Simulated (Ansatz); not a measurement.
# F3GeHSe: small, medium and large basis sets

One table from this session's results is given with a row withheld; the runs are named, their logs left out.

Method: one geometry, several basis sets; program: Ansatz 0.2.0, Gaussian basis.

The runs, in order: PBE0-D4/def2-SVP; ωB97M-V/def2-SVP; PBE0-D4/def2-QZVPP; ωB97M-V/def2-QZVPP; the functionals' def2-TZVPP values are taken from earlier runs.

## Structure used throughout

The geometry comes from an earlier relaxation with PBE0-D4 in a triple-zeta def2 set; it is a stationary point.

SMILES `[F][Ge]([F])([F])[SeH]`, 6 atoms, charge 0, spin multiplicity 1.

Atoms are counted from 1 here; the program's logs count them from 0.

Bond lengths: F1–Ge2 1.709 Å, Ge2–F3 1.709 Å, Ge2–F4 1.708 Å, Ge2–Se5 2.300 Å, Se5–H6 1.471 Å. Angles: F1–Ge2–F3 104.4°, F1–Ge2–F4 106.9°, F1–Ge2–Se5 114.4°, F3–Ge2–F4 106.9°, F3–Ge2–Se5 114.3°, F4–Ge2–Se5 109.4°, Ge2–Se5–H6 89.8°.

Set-up of the first run:

The input, in.yaml:

```yaml
crystal:
  periodic: [false, false, false]
  atoms:
    - {symbol: F, position_ang: [0.616317, -0.649298, 1.617901]}
    - {symbol: Ge, position_ang: [0.138122, -0.488313, -0.015372]}
    - {symbol: F, position_ang: [-1.426084, -1.175675, -0.069911]}
    - {symbol: F, position_ang: [1.159340, -1.503962, -0.933551]}
    - {symbol: Se, position_ang: [0.259575, 1.657695, -0.832674]}
    - {symbol: H, position_ang: [-0.705169, 2.095553, 0.187607]}
basis:
  gaussian: {orbitals: def2-SVP}
hamiltonian: {xc: pbe0, dispersion: d4}
output: {orbitals: {seedname: orbitals}}
```

The run is started by

```
> ansatz run in.yaml --threads 4 --pin off --events-out ev --progress --plain --max-ram 10444MiB
```

Steps of the session up to this table: PBE0-D4 in def2-SVP; ωB97M-V in def2-SVP; PBE0-D4 in def2-QZVPP; ωB97M-V in def2-QZVPP.

One table of the session follows, with a row left open; its other results are not shown here.

It belongs to the step «Density functionals: the series». 

```
functional       basis  HOMO (eV)
   PBE0-D4    def2-SVP      -8.28
   PBE0-D4  def2-TZVPP      -8.37
   PBE0-D4  def2-QZVPP      -8.40
   ωB97M-V    def2-SVP     -10.46
   ωB97M-V  def2-TZVPP          ?
   ωB97M-V  def2-QZVPP     -10.60
```

**Question.** Estimate the row for ωB97M-V, def2-TZVPP.

The run gave: HOMO (eV): -10.57. In the column «HOMO (eV)» it lies between ωB97M-V, def2-QZVPP (-10.60) and ωB97M-V, def2-SVP (-10.46).
